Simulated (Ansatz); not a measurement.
# BFH4O2Si: basis-set convergence

Aim: see how fast density functionals converge with the basis set for BFH4O2Si.

Method: one geometry, several basis sets; program: Ansatz 0.2.0, Gaussian basis.

Plan: PBE0-D4/def2-SVP; ωB97M-V/def2-SVP; PBE0-D4/def2-QZVPP; ωB97M-V/def2-QZVPP; the functionals' def2-TZVPP values are taken from earlier runs.

## Step 1: Structure used throughout

All runs share one geometry, relaxed beforehand with PBE0-D4 in a triple-zeta def2 set.

SMILES `OB(O)[SiH2]F`, 9 atoms, charge 0, spin multiplicity 1.

Atoms are counted from 1 here; the program's logs count them from 0.

Bond lengths: O1–B2 1.366 Å, O1–H6 0.959 Å, B2–O3 1.354 Å, B2–Si4 2.036 Å, O3–H7 0.964 Å, Si4–F5 1.605 Å, Si4–H8 1.488 Å, Si4–H9 1.492 Å. Angles: B2–O1–H6 114.7°, O1–B2–O3 118.3°, O1–B2–Si4 123.3°, O3–B2–Si4 118.4°, B2–O3–H7 112.7°, B2–Si4–F5 111.2°, B2–Si4–H8 112.0°, B2–Si4–H9 110.8°, F5–Si4–H8 107.7°, F5–Si4–H9 107.4°, H8–Si4–H9 107.6°.

## Step 2: PBE0-D4 in def2-SVP

in.yaml

```yaml
crystal:
  periodic: [false, false, false]
  atoms:
    - {symbol: O, position_ang: [0.035119, 0.532336, 1.736887]}
    - {symbol: B, position_ang: [0.451310, 0.375189, 0.445140]}
    - {symbol: O, position_ang: [1.639791, 0.914828, 0.083791]}
    - {symbol: Si, position_ang: [-0.605322, -0.663946, -0.951036]}
    - {symbol: F, position_ang: [-0.537152, 0.055739, -2.383962]}
    - {symbol: H, position_ang: [-0.829402, 0.163891, 1.927139]}
    - {symbol: H, position_ang: [2.071204, 1.383172, 0.808206]}
    - {symbol: H, position_ang: [-0.093416, -2.051195, -1.117267]}
    - {symbol: H, position_ang: [-2.043732, -0.756214, -0.565999]}
basis:
  gaussian: {orbitals: def2-SVP}
hamiltonian: {xc: pbe0, dispersion: d4}
output: {orbitals: {seedname: orbitals}}
```

Run with:

```
> ansatz run in.yaml --threads 2 --pin off --events-out ev --progress --plain --max-ram 4352MiB
```

Further steps of the session: ωB97M-V in def2-SVP; PBE0-D4 in def2-QZVPP; ωB97M-V in def2-QZVPP.

Q: Predict the results of all the runs planned. Wanted: PBE0-D4: double and triple zeta above quadruple; ωB97M-V: double and triple zeta above quadruple.

**Answer**, as computed:

| quantity | value |
| --- | --- |
| PBE0-D4: double and triple zeta above quadruple | 12.83, 0.71 eV |
| ωB97M-V: double and triple zeta above quadruple | 12.99, 0.67 eV |

What this shows: For PBE0-D4 the step from double to triple zeta gains 12.12 eV and the next only 0.71 eV. Total energies overstate the basis error of differences, where much of it tends to cancel. The LUMO of ωB97M-V is positive and keeps falling with the basis (1.62 to 0.82 eV): an unbound level that the basis holds in place.
